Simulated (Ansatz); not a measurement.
**Ge24H30 hole sphere (Ge₂₄H₃₀): the relaxed shape and its frontier levels**

Aim: characterise Ge24H30 hole sphere (Ge₂₄H₃₀) as a singlet: its structure, frontier levels and distribution of charge.

The runs use Ansatz 0.2.0, Gaussian basis; RKS PBE0-D4/def2-SVP.

Levels to be run: relaxation at PBE-D4/def2-SVP; a single point at PBE0-D4/def2-SVP.

1 further run of the same task is left out (set aside as unsound or not needed).

**1. The starting structure**

54 atoms, charge 0, spin multiplicity 1.

Atoms are counted from 1 here; the program's logs count them from 0.

Bond lengths: Ge1–Ge2 2.410 Å, Ge1–Ge5 2.445 Å, Ge1–H25 1.520 Å, Ge1–H26 1.520 Å, Ge2–Ge7 2.425 Å, Ge2–H27 1.519 Å, Ge2–H28 1.519 Å, Ge3–Ge4 2.425 Å, Ge3–Ge5 2.474 Å, Ge3–Ge14 2.426 Å, Ge3–H29 1.537 Å, Ge4–Ge9 2.425 Å, Ge4–H30 1.519 Å, Ge4–H31 1.521 Å, Ge5–Ge6 2.490 Å, Ge5–Ge15 2.492 Å, Ge6–Ge8 2.481 Å, Ge6–Ge10 2.490 Å and more. Angles: Ge2–Ge1–Ge5 112.9°, Ge2–Ge1–H25 110.7°, Ge2–Ge1–H26 110.9°, Ge5–Ge1–H25 110.0°, Ge5–Ge1–H26 110.2°, H25–Ge1–H26 101.6°, Ge1–Ge2–Ge7 109.8°, Ge1–Ge2–H27 111.4°, Ge1–Ge2–H28 111.2°, Ge7–Ge2–H27 111.0°, Ge7–Ge2–H28 111.1°, H27–Ge2–H28 102.2°, Ge4–Ge3–Ge5 109.9°, Ge4–Ge3–Ge14 109.8°, Ge4–Ge3–H29 109.1°, Ge5–Ge3–Ge14 110.2°, Ge5–Ge3–H29 108.7°, Ge14–Ge3–H29 109.1° and more.

The start is a GFN2-xTB geometry.

**2. Relaxation at PBE-D4/def2-SVP**

File in.yaml:

```yaml
crystal:
  periodic: [false, false, false]
  atoms:
    - {symbol: Ge, position_ang: [-0.002200, -4.647230, 0.101840]}
    - {symbol: Ge, position_ang: [-0.002430, -4.662590, 2.511440]}
    - {symbol: Ge, position_ang: [0.002040, -2.294720, -3.306870]}
    - {symbol: Ge, position_ang: [-1.983710, -1.146820, -4.093830]}
    - {symbol: Ge, position_ang: [-0.002670, -2.388910, -0.835060]}
    - {symbol: Ge, position_ang: [-1.937450, -1.118820, 0.082300]}
    - {symbol: Ge, position_ang: [0.001400, -2.386370, 3.346980]}
    - {symbol: Ge, position_ang: [-1.949440, -1.127110, 2.562800]}
    - {symbol: Ge, position_ang: [-1.992280, 1.145200, -3.301000]}
    - {symbol: Ge, position_ang: [-2.063420, 1.194810, -0.829480]}
    - {symbol: Ge, position_ang: [-4.020220, 2.325650, 0.104650]}
    - {symbol: Ge, position_ang: [-2.064820, 1.192730, 3.347250]}
    - {symbol: Ge, position_ang: [-4.037530, 2.328200, 2.514060]}
    - {symbol: Ge, position_ang: [1.984600, -1.140460, -4.095500]}
    - {symbol: Ge, position_ang: [1.937990, -1.123590, 0.082180]}
    - {symbol: Ge, position_ang: [1.952880, -1.125600, 2.562810]}
    - {symbol: Ge, position_ang: [1.983810, 1.153140, -3.309460]}
    - {symbol: Ge, position_ang: [-0.008280, 2.291310, -4.096980]}
    - {symbol: Ge, position_ang: [2.072610, 1.188560, -0.837240]}
    - {symbol: Ge, position_ang: [0.007150, 2.236140, 0.080660]}
    - {symbol: Ge, position_ang: [2.068750, 1.194000, 3.345950]}
    - {symbol: Ge, position_ang: [0.001610, 2.252480, 2.561930]}
    - {symbol: Ge, position_ang: [4.025810, 2.323780, 0.100220]}
    - {symbol: Ge, position_ang: [4.036980, 2.333220, 2.509610]}
    - {symbol: H, position_ang: [-1.183790, -5.435240, -0.440560]}
    - {symbol: H, position_ang: [1.171950, -5.442600, -0.446310]}
    - {symbol: H, position_ang: [-1.184380, -5.443460, 3.060760]}
    - {symbol: H, position_ang: [1.179790, -5.446070, 3.056560]}
    - {symbol: H, position_ang: [0.003050, -3.730480, -3.855310]}
    - {symbol: H, position_ang: [-3.234270, -1.872960, -3.629650]}
    - {symbol: H, position_ang: [-2.117430, -1.219050, -5.607590]}
    - {symbol: H, position_ang: [-3.213600, -1.853350, -0.377660]}
    - {symbol: H, position_ang: [0.001790, -2.380950, 4.885140]}
    - {symbol: H, position_ang: [-3.229980, -1.866850, 2.991840]}
    - {symbol: H, position_ang: [-3.237850, 1.862600, -3.847670]}
    - {symbol: H, position_ang: [-5.292290, 1.702220, -0.446390]}
    - {symbol: H, position_ang: [-4.113940, 3.741850, -0.439430]}
    - {symbol: H, position_ang: [-2.055650, 1.189110, 4.884590]}
    - {symbol: H, position_ang: [-5.304850, 1.690300, 3.056910]}
    - {symbol: H, position_ang: [-4.129840, 3.741490, 3.064530]}
    - {symbol: H, position_ang: [2.119980, -1.222790, -5.609000]}
    - {symbol: H, position_ang: [3.237090, -1.862300, -3.627330]}
    - {symbol: H, position_ang: [3.213730, -1.861360, -0.376900]}
    - {symbol: H, position_ang: [3.233320, -1.865590, 2.991940]}
    - {symbol: H, position_ang: [3.226790, 1.872530, -3.858330]}
    - {symbol: H, position_ang: [-0.007340, 2.440590, -5.612030]}
    - {symbol: H, position_ang: [-0.006560, 3.740270, -3.638170]}
    - {symbol: H, position_ang: [0.005370, 3.708340, -0.380050]}
    - {symbol: H, position_ang: [2.065120, 1.189440, 4.883300]}
    - {symbol: H, position_ang: [0.000290, 3.730890, 2.993830]}
    - {symbol: H, position_ang: [5.302660, 1.707470, -0.450670]}
    - {symbol: H, position_ang: [4.109650, 3.740900, -0.444360]}
    - {symbol: H, position_ang: [5.306040, 1.700360, 3.052290]}
    - {symbol: H, position_ang: [4.123950, 3.747690, 3.056470]}
basis:
  gaussian: {orbitals: def2-SVP, fitting: {mean_field: def2-universal-jkfit}}
hamiltonian: {xc: pbe, dispersion: d4}
scf: {lower_state_search: "off"}
output: {orbitals: {seedname: orbitals}}
relax: {f_tol: 0.03, max_steps: 70}
```

Command:

```bash
ansatz run in.yaml --threads 11 --pin off --events-out ev --progress --plain --max-ram 174080MiB --backend cuda --devices 0, --max-vram 75GiB
```

The runs that follow: Single point, PBE0-D4/def2-SVP.

Before running them: what should the planned runs give, taken together? Wanted: point group; commonest bond, hydrogen aside; HOMO, LUMO at PBE0-D4/def2-SVP; dipole at PBE-D4/def2-SVP.

The runs gave:

```
                      quantity                             value
                   point group                               C3v
commonest bond, hydrogen aside  Ge–Ge, 33 of mean length 2.454 Å
HOMO, LUMO at PBE0-D4/def2-SVP                   -6.70, -1.52 eV
     dipole at PBE-D4/def2-SVP                            0.01 D
```

The molecule keeps its bonding pattern by the stored test; the atoms moved 0.08 Å (rms). No usable vibrations, so a minimum isn't proven. Whether this spin is the lowest isn't tested here.
